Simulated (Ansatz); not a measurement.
**FHf, Hf, F: batch of points and single point**

The task, for FHf, Hf, F: 6 runs in a chain (batch of points and single point).

Computed with Ansatz 0.2.0 (DFT unrestricted PBE0, Gaussian basis def2-QZVPP, and further levels as typed in the inputs, unless a step's input says otherwise).

**1. The structure to begin with**

Bond lengths: Hf1–F2 1.850 Å.

As a file:

```xyz
2

Hf    0.0000    0.0000    0.0000
F     0.0000    0.0000    1.8500
```

**2. Batch of points: FHf**

Input file input.yaml:

```yaml
magnetization:
  spin_polarized: true
  initial_magnetization: 1
basis:
  gaussian: { orbitals: def2-QZVPP.json }
hamiltonian:
  xc: pbe0
batch:
  members: [s0.yaml, s1.yaml, s2.yaml, s3.yaml, s4.yaml, s5.yaml, s6.yaml, s7.yaml, s8.yaml, s9.yaml, s10.yaml]
# s1.yaml, one of 11 members:
crystal:
  periodic: [false, false, false]
  atoms:
    - { symbol: Hf, position_ang: [0.0, 0.0, 0.0] }
    - { symbol: F, position_ang: [0.0, 0.0, 1.71] }
```

The program printed:

```text
Warning: RAYON_NUM_THREADS=6 ignored (pool sized by the plan → 6); use --threads N
Engine: ansatz 0.2.0, aarch64-unknown-linux-gnu
Functional definition: PBE0
  parameter a = 0.25
  parameter kappa = 0.804
  parameter beta = 0.06672455060314922
  exchange = (1 - a)*pbe_x(kappa = kappa, mu = beta*pi^2/3) + a*exact_x
  correlation = pbe_c(beta = beta)
  parameter a = 0.25
  parameter kappa = 0.804
  parameter beta = 0.06672455060314922
  exchange = (1 - a)*pbe_x(kappa = kappa, mu = beta*pi^2/3) + a*exact_x
  correlation = pbe_c(beta = beta)
  parameter a = 0.25
  parameter kappa = 0.804
  parameter beta = 0.06672455060314922
  exchange = (1 - a)*pbe_x(kappa = kappa, mu = beta*pi^2/3) + a*exact_x
  correlation = pbe_c(beta = beta)
  parameter a = 0.25
  parameter kappa = 0.804
  parameter beta = 0.06672455060314922
  exchange = (1 - a)*pbe_x(kappa = kappa, mu = beta*pi^2/3) + a*exact_x
  correlation = pbe_c(beta = beta)
  parameter a = 0.25
  parameter kappa = 0.804
  parameter beta = 0.06672455060314922
  exchange = (1 - a)*pbe_x(kappa = kappa, mu = beta*pi^2/3) + a*exact_x
  correlation = pbe_c(beta = beta)
  parameter a = 0.25
  parameter kappa = 0.804
  parameter beta = 0.06672455060314922
  exchange = (1 - a)*pbe_x(kappa = kappa, mu = beta*pi^2/3) + a*exact_x
  correlation = pbe_c(beta = beta)
  parameter a = 0.25
  parameter kappa = 0.804
  parameter beta = 0.06672455060314922
  exchange = (1 - a)*pbe_x(kappa = kappa, mu = beta*pi^2/3) + a*exact_x
  correlation = pbe_c(beta = beta)
  parameter a = 0.25
  parameter kappa = 0.804
  parameter beta = 0.06672455060314922
  exchange = (1 - a)*pbe_x(kappa = kappa, mu = beta*pi^2/3) + a*exact_x
  correlation = pbe_c(beta = beta)
  parameter a = 0.25
  parameter kappa = 0.804
  parameter beta = 0.06672455060314922
  exchange = (1 - a)*pbe_x(kappa = kappa, mu = beta*pi^2/3) + a*exact_x
  correlation = pbe_c(beta = beta)
  parameter a = 0.25
  parameter kappa = 0.804
  parameter beta = 0.06672455060314922
  exchange = (1 - a)*pbe_x(kappa = kappa, mu = beta*pi^2/3) + a*exact_x
  correlation = pbe_c(beta = beta)
  parameter a = 0.25
  parameter kappa = 0.804
  parameter beta = 0.06672455060314922
  exchange = (1 - a)*pbe_x(kappa = kappa, mu = beta*pi^2/3) + a*exact_x
  correlation = pbe_c(beta = beta)
Member 2: Total energy: -4020.88928372 eV, -147.7649557200 hartree
Member 1: Total energy: -4020.68376143 eV, -147.7574029153 hartree
Member 4: Total energy: -4021.07796723 eV, -147.7718897113 hartree
Member 3: Total energy: -4021.01601596 eV, -147.7696130441 hartree
Member 0: Total energy: -4020.29045949 eV, -147.7429493355 hartree
Member 5: Total energy: -4021.08695811 eV, -147.7722201197 hartree
Member 7: Total energy: -4020.96249875 eV, -147.7676463228 hartree
Member 6: Total energy: -4021.05293619 eV, -147.7709698374 hartree
Member 8: Total energy: -4020.80099702 eV, -147.7617112438 hartree
Member 9: Total energy: -4020.52452023 eV, -147.7515509090 hartree
Member 10: Total energy: -4020.12268772 eV, -147.7367838366 hartree
```

Wall time 34 s (6 threads of Arm Neoverse N1, shared host); peak memory 1.2 GiB.

Energies in eV above the lowest point:

```
Hf1–F2 (Å)  energy
     1.660   0.796
     1.710   0.403
     1.750   0.198
     1.790   0.071
     1.830   0.009
     1.870   0.000
     1.910   0.034
     1.960   0.124
     2.020   0.286
     2.100   0.562
     2.200   0.964
```

**3. Batch of points: PBE0, Gaussian basis def2-QZVPP, charge +1**

input.yaml: that of step 2 with these lines changed.

```diff
@@ -1,4 +1,2 @@
-magnetization:
-  spin_polarized: true
-  initial_magnetization: 1
+total_charge: 1
 basis:
@@ -14,2 +12,2 @@
     - { symbol: Hf, position_ang: [0.0, 0.0, 0.0] }
-    - { symbol: F, position_ang: [0.0, 0.0, 1.71] }
+    - { symbol: F, position_ang: [0.0, 0.0, 1.64] }
```

The program printed:

```text
Warning: RAYON_NUM_THREADS=6 ignored (pool sized by the plan → 6); use --threads N
[... 57 set-up lines as earlier in the session ...]
Member 3: Total energy: -4013.65755049 eV, -147.4991944256 hartree
Member 4: Total energy: -4013.75183199 eV, -147.5026592070 hartree
Member 2: Total energy: -4013.47219947 eV, -147.4923829015 hartree
Member 5: Total energy: -4013.77139798 eV, -147.5033782438 hartree
Member 0: Total energy: -4012.61612476 eV, -147.4609227360 hartree
Member 1: Total energy: -4013.17642479 eV, -147.4815133824 hartree
Member 6: Total energy: -4013.72999487 eV, -147.5018567075 hartree
Member 8: Total energy: -4013.38983382 eV, -147.4893560197 hartree
Member 7: Total energy: -4013.60997347 eV, -147.4974460024 hartree
Member 9: Total energy: -4013.00728463 eV, -147.4752975962 hartree
Member 10: Total energy: -4012.44498384 eV, -147.4546334231 hartree
```

Wall time 7.4 s (6 threads of Arm Neoverse N1, shared host); peak memory 0.8 GiB.

Energies in eV above the lowest point:

```
Hf1–F2 (Å)  energy
     1.590   1.155
     1.640   0.595
     1.680   0.299
     1.720   0.114
     1.760   0.020
     1.800   0.000
     1.840   0.041
     1.890   0.161
     1.950   0.382
     2.030   0.764
     2.130   1.326
```

**4. Single point: Hf, unrestricted PBE0, Gaussian basis def2-QZVPP, charge +0**

Input file input.yaml:

```yaml
crystal:
  periodic: [false, false, false]
  atoms:
    - { symbol: Hf, position_ang: [0.0, 0.0, 0.0] }
magnetization:
  spin_polarized: true
  initial_magnetization: 2
basis:
  gaussian: { orbitals: def2-QZVPP.json }
hamiltonian:
  xc: pbe0
```

The run is started by

```console
$ ansatz run input.yaml --threads 6 --pin off --max-ram 10240MiB --backend cpu --events-out ev --progress --plain --runs-dir out
```

The program printed:

```text
Warning: RAYON_NUM_THREADS=6 ignored (pool sized by the plan → 6); use --threads N
[... 7 set-up lines as earlier in the session ...]
469 factors; their error is unknown
mean field evaluation 1: about -1301.2069 eV, gradient 6.7e0 eV
mean field evaluation 2: about -1301.5011 eV, gradient 3.0e0 eV
mean field evaluation 4: about -1301.6277 eV, gradient 7.5e-1 eV
mean field evaluation 8: about -1301.8290 eV, gradient 1.0e0 eV
mean field evaluation 16: about -1301.9016 eV, gradient 1.3e-2 eV
mean field evaluation 32: about -1301.6510 eV, gradient 2.6e0 eV
mean field -1301.90158276 eV, -47.8440007059 hartree, gradient 4.7e-6 eV, S^2 2.004581; 6 other end points of the search recorded, 0 dependent functions left out
reference -1301.90160424 eV, -47.8440014951 hartree; 7, 5 occupied and 74, 76 virtual orbitals, 469 factors
Total energy: -1301.90160424 eV, -47.8440014951 hartree
```

Wall time 2 s (6 threads of Arm Neoverse N1, shared host); peak memory 0.15 GiB.

**5. Single point: charge +1**

input.yaml: that of step 4 with these lines changed.

```diff
@@ -6,3 +6,4 @@
   spin_polarized: true
-  initial_magnetization: 2
+  initial_magnetization: 1
+total_charge: 1
 basis:
```

The run is started by

```console
$ ansatz run input.yaml --threads 6 --pin off --max-ram 10240MiB --backend cpu --events-out ev --progress --plain --runs-dir out
```

The program printed:

```text
Warning: RAYON_NUM_THREADS=6 ignored (pool sized by the plan → 6); use --threads N
[... 7 set-up lines as earlier in the session ...]
469 factors; their error is unknown
mean field evaluation 1: about -1294.7123 eV, gradient 5.5e0 eV
mean field evaluation 2: about -1294.8615 eV, gradient 1.5e0 eV
mean field evaluation 4: about -1294.9074 eV, gradient 3.9e-1 eV
mean field evaluation 8: about -1294.8949 eV, gradient 6.6e-2 eV
mean field evaluation 16: about -1293.8732 eV, gradient 7.8e0 eV
mean field evaluation 32: about -1295.1969 eV, gradient 1.3e-4 eV
mean field -1295.19694699 eV, -47.5976098860 hartree, gradient 2.4e-5 eV, S^2 1.375035; 6 other end points of the search recorded, 0 dependent functions left out
reference -1295.19696837 eV, -47.5976106717 hartree; 6, 5 occupied and 75, 76 virtual orbitals, 469 factors
Total energy: -1295.19696837 eV, -47.5976106717 hartree
```

Wall time 2 s (6 threads of Arm Neoverse N1, shared host); peak memory 0.13 GiB.

**6. Single point**

input.yaml: that of step 5 with these lines changed.

```diff
@@ -6,3 +6,3 @@
   spin_polarized: true
-  initial_magnetization: 1
+  initial_magnetization: 3
 total_charge: 1
```

The run is started by

```console
$ ansatz run input.yaml --threads 6 --pin off --max-ram 10240MiB --backend cpu --events-out ev --progress --plain --runs-dir out
```

The program printed:

```text
Warning: RAYON_NUM_THREADS=6 ignored (pool sized by the plan → 6); use --threads N
[... 7 set-up lines as earlier in the session ...]
469 factors; their error is unknown
mean field evaluation 1: about -1294.0037 eV, gradient 1.1e1 eV
mean field evaluation 2: about -1294.5005 eV, gradient 5.0e0 eV
mean field evaluation 4: about -1294.7422 eV, gradient 1.2e0 eV
mean field evaluation 8: about -1295.0544 eV, gradient 2.0e0 eV
mean field evaluation 16: about -1295.0884 eV, gradient 2.4e-5 eV
mean field evaluation 32: about -1295.0884 eV, gradient 2.4e-5 eV
mean field -1295.08843215 eV, -47.5936220392 hartree, gradient 2.4e-5 eV, S^2 3.751436; 6 other end points of the search recorded, 0 dependent functions left out
reference -1295.08845774 eV, -47.5936229794 hartree; 7, 4 occupied and 74, 77 virtual orbitals, 469 factors
Total energy: -1295.08845774 eV, -47.5936229794 hartree
```

Run time: 1.2 s. Hardware: 6 threads of Arm Neoverse N1, shared host; peak memory 0.12 GiB.

**7. Single point: F, charge +0**

Input file input.yaml:

```yaml
crystal:
  periodic: [false, false, false]
  atoms:
    - { symbol: F, position_ang: [0.0, 0.0, 0.0] }
magnetization:
  spin_polarized: true
  initial_magnetization: 1
basis:
  gaussian: { orbitals: def2-QZVPP.json }
hamiltonian:
  xc: pbe0
```

The run is started by

```console
$ ansatz run input.yaml --threads 6 --pin off --max-ram 10240MiB --backend cpu --events-out ev --progress --plain --runs-dir out
```

The program printed:

```text
Warning: RAYON_NUM_THREADS=6 ignored (pool sized by the plan → 6); use --threads N
[... 7 set-up lines as earlier in the session ...]
187 factors; their error is unknown
mean field evaluation 1: about -2712.3546 eV, gradient 7.7e0 eV
mean field evaluation 2: about -2712.4495 eV, gradient 2.4e0 eV
mean field evaluation 4: about -2712.4636 eV, gradient 5.7e-2 eV
mean field evaluation 8: about -2712.4651 eV, gradient 2.2e-3 eV
mean field -2712.46506400 eV, -99.6812525271 hartree, gradient 1.9e-5 eV, S^2 0.751806; 0 other end points of the search recorded, 0 dependent functions left out
reference -2712.46507372 eV, -99.6812528842 hartree; 5, 4 occupied and 52, 53 virtual orbitals, 187 factors
Total energy: -2712.46507372 eV, -99.6812528842 hartree
```

Run time: 0.2 s. Hardware: 6 threads of Arm Neoverse N1, shared host; peak memory 0.073 GiB.

**8. Results**

```
step  system                                         level  set  energy above the lowest (eV)  charge  2S+1 typed  ⟨S²⟩  dipole (D)   time
   4      Hf  unrestricted PBE0, Gaussian basis def2-QZVPP    A                           n/a       0           3  2.00         n/a    2 s
   5      Hf  unrestricted PBE0, Gaussian basis def2-QZVPP    B                         0.000       1           2  1.38         n/a    2 s
   6      Hf  unrestricted PBE0, Gaussian basis def2-QZVPP    B                         0.109       1           4  3.75         n/a  1.2 s
   7       F  unrestricted PBE0, Gaussian basis def2-QZVPP    C                           n/a       0           2  0.75         n/a  0.2 s
```

Energies compare only among runs of one formula, size, charge, level and basis; each such set counts from its lowest member. The letters name the sets, whose settings differ as the inputs show.

| quantity | value |
| --- | --- |
| lowest point of the Hf1–F2 scan (step 2) | 1.87 Å |
| lowest point of the Hf1–F2 scan (step 3) | 1.80 Å |

In words: In step 5 ⟨S²⟩ lies far over S(S+1): such a determinant mixes spin states (near 1 for a typed singlet, half singlet and half triplet), so its energy isn't that of the typed multiplicity.
